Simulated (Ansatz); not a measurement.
# GdO (zincblende): a single-point run

Aim: a sound single-point run of GdO (zincblende). The structure is shown as the input types it.

Computed with Ansatz 0.2.0 (DFT PBE, spin-orbit coupling, plane waves, PAW, unless a step's input says otherwise).

2 further runs of the same task are left out: 1 that didn't finish, 1 set aside as unsound or not needed.

### Step 1. The structure to begin with

Symmetry: F-43m, No. 216, cubic system. The conventional cell has a = 5.385 Å, b = 5.385 Å, c = 5.385 Å, α = 90.00°, β = 90.00°, γ = 90.00°. Around Gd (site symmetry -43m) lie 4 O at 2.33 Å. Around O (site symmetry -43m) lie 4 Gd at 2.33 Å.

As a file:

```
CELL_PARAMETERS angstrom
0.00000 2.69242 2.69242
2.69242 0.00000 2.69242
2.69242 2.69242 0.00000
ATOMIC_POSITIONS crystal
Gd 0.00000 0.00000 0.00000
O 0.25000 0.25000 0.25000
```

### Step 2. The calculation

input.yaml

```yaml
crystal:
  lattice:
    - [0.0, 2.6924209023, 2.6924209023]
    - [2.6924209023, 0.0, 2.6924209023]
    - [2.6924209023, 2.6924209023, 0.0]
  atoms:
    - { symbol: Gd, position: [0.0, 0.0, 0.0], spin: 7.0, spin_axis: [0.0, 0.0, 1.0] }
    - { symbol: O, position: [0.25, 0.25, 0.25] }
basis:
  ecutwfc: 420
  ecutrho_ratio: 4
kpoints:
  mp_grid: { grid: [12, 12, 12] }
hamiltonian:
  xc: pbe
scf:
  occupations: { method: fixed }
  max_iter: 80
output:
  forces: true
  stress: true
magnetization:
  noncollinear: true
  spin_orbit: true
```

The run is started by

```bash
$ ansatz run input.yaml --threads 4 --pin off --max-ram 8192MiB --backend cpu --events-out ev --progress --plain --runs-dir out
```

Q: Will this input give a usable result? If not, why, and what should change?

This run ends as converged, with warnings (band overlap at count, metallic iterate, stress scf threshold loose). Its log warns: «output.stress: scf.convergence.dr2_threshold = 1e-7 eV (the SCF's general default) is looser than the 2e-10 eV advised for a printed stress (1e-10 eV for each atom of the ...»

The suspect setting: scf.occupations.method is fixed; scf.occupations.width is missing. What could go wrong: fixed occupations where they can't hold. The run converged, but that does not make its result sound.

The test: set scf.occupations.method to gaussian and scf.occupations.width to 0.05.
